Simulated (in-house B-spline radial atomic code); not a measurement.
**P⁺: ionisation energy by several methods**

How far do functionals differ on the ionisation energy of P⁺? Each run solves P⁺ and then the next ion ([Ne] 3s2 3p1).

Program: in-house B-spline radial atomic code version 1. Level of theory: Dirac-Coulomb, several functionals; spherical all-electron atom at the radial basis limit. These are calculated values, not measurements, unless marked.

### 1 The system

| Item | Value |
| --- | --- |
| element | phosphorus (Z = 15) |
| charge | +1 |
| electrons | 14 |
| configuration | [Ne] 3s2 3p2 |
| nucleus | Fermi, rms radius 3.189 fm |

The outer shells:

[Ne] 3s2 3p2
```
[Ne] core
3s [↑↓]
3p [↑ ][↑ ][  ]
```

The boxes only draw the filling; these runs are spin-restricted and spherical.

### 2 LDA (VWN5)

Input settings:

```ini
Z = 15
electrons = 14.0
configuration = [Ne] 3s2 3p2
hamiltonian = dirac
method = lda,vwn
spin_polarised = False
nucleus = fermi
rms_radius = 3.1889
mass_number = 31
atomic_mass = 30.97376199768
speed_of_light = 137.035999084
```

### 3 BP86

Settings: those of step 2 with these lines changed.

```diff
@@ -4,3 +4,3 @@
 hamiltonian = dirac
-method = lda,vwn
+method = b88,p86
 spin_polarised = False
```

### 4 PBEsol

Settings: those of step 3 with these lines changed.

```diff
@@ -4,3 +4,3 @@
 hamiltonian = dirac
-method = b88,p86
+method = pbesol
 spin_polarised = False
```

### 5 AM05

Settings: those of step 4 with these lines changed.

```diff
@@ -4,3 +4,3 @@
 hamiltonian = dirac
-method = pbesol
+method = am05
 spin_polarised = False
```

### 6 BLYP

Settings: those of step 5 with these lines changed.

```diff
@@ -4,3 +4,3 @@
 hamiltonian = dirac
-method = am05
+method = b88,lyp
 spin_polarised = False
```

### 7 PW91

Settings: those of step 6 with these lines changed.

```diff
@@ -4,3 +4,3 @@
 hamiltonian = dirac
-method = b88,lyp
+method = pw91,pw91
 spin_polarised = False
```

The tabulated ionisation energy is 19.7695 ± 4e-05 eV (semi-empirical; NIST Atomic Spectra Database). What does each method give, and which comes nearest?

As calculated:

| method | rung | total energy (hartree) | ΔSCF (eV) | with Breit, QED, recoil (eV) | −ε highest (eV) | corrected ΔSCF less tabulated (eV) |
| --- | --- | --- | --- | --- | --- | --- |
| LDA (VWN5) | LDA | -340.4332 | 19.246 | 19.244 | 14.279 (3p3/2) | -0.525 |
| BP86 | GGA | -341.7373 | 19.248 | 19.246 | 14.288 (3p3/2) | -0.524 |
| PBEsol | GGA | -340.9574 | 19.112 | 19.110 | 14.158 (3p3/2) | -0.659 |
| AM05 | GGA | -340.5526 | 19.094 | 19.092 | 14.139 (3p3/2) | -0.677 |
| BLYP | GGA | -341.7247 | 19.012 | 19.010 | 14.042 (3p3/2) | -0.759 |
| PW91 | GGA | -341.6897 | 19.207 | 19.206 | 14.245 (3p3/2) | -0.564 |

Against the tabulated ionisation energy, 19.7695 ± 4e-05 eV (semi-empirical; NIST Atomic Spectra Database), the best here is BP86 (-0.524 eV) and the worst BLYP (-0.759 eV, or 3.8 %). All methods miss on the same side by much the same amount, which points to something that they share. Open shells are averaged (over orientations, and over spins where the run is restricted), while tables refer to the lowest levels. For the semilocal functionals minus the highest level recovers only 74 % of their own ΔSCF value, a mark of self-interaction.
